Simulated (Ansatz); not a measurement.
# Pb (reference phase): the cost of one run

Method: DFT PBE, with the methods named in each step, in Ansatz 0.2.0.

### Step 1. The starting structure

The structure is cubic, space group Fm-3m (No. 225). The conventional cell has a = 4.950 Å, b = 4.950 Å, c = 4.950 Å, α = 90.00°, β = 90.00°, γ = 90.00°. Pb (site symmetry m-3m) is surrounded by 12 Pb at 3.50 Å.

As a file:

```
CELL_PARAMETERS angstrom
0.00000 2.47525 2.47525
2.47525 0.00000 2.47525
2.47525 2.47525 0.00000
ATOMIC_POSITIONS crystal
Pb 0.00000 0.00000 0.00000
```

### Step 2. Relaxed, PAW

Contents of input.yaml:

```yaml
crystal:
  lattice:
    - [0.0, 2.47525, 2.47525]
    - [2.47525, 0.0, 2.47525]
    - [2.47525, 2.47525, 0.0]
  atoms:
    - { symbol: Pb, position: [0.0, 0.0, 0.0] }
kpoints:
  mp_grid: { grid: [18, 18, 18] }
scf:
  occupations: { method: fermi_dirac, width: 0.05 }
hamiltonian:
  xc: pbe
  pseudopotentials: { kind: paw }
output:
  forces: true
  stress: true
relax:
  f_tol: 0.003
  max_steps: 80
  cell: {}
```

On the command line:

```console
> ansatz run input.yaml --threads 1 --pin off --max-ram 3072MiB --backend cpu --events-out ev --progress --plain --runs-dir out
```

**Question.** How long does this run take on 1 thread of Arm Neoverse V1, shared host, and how much memory does it need?

About 10 s, with a peak of 0.35 GiB.
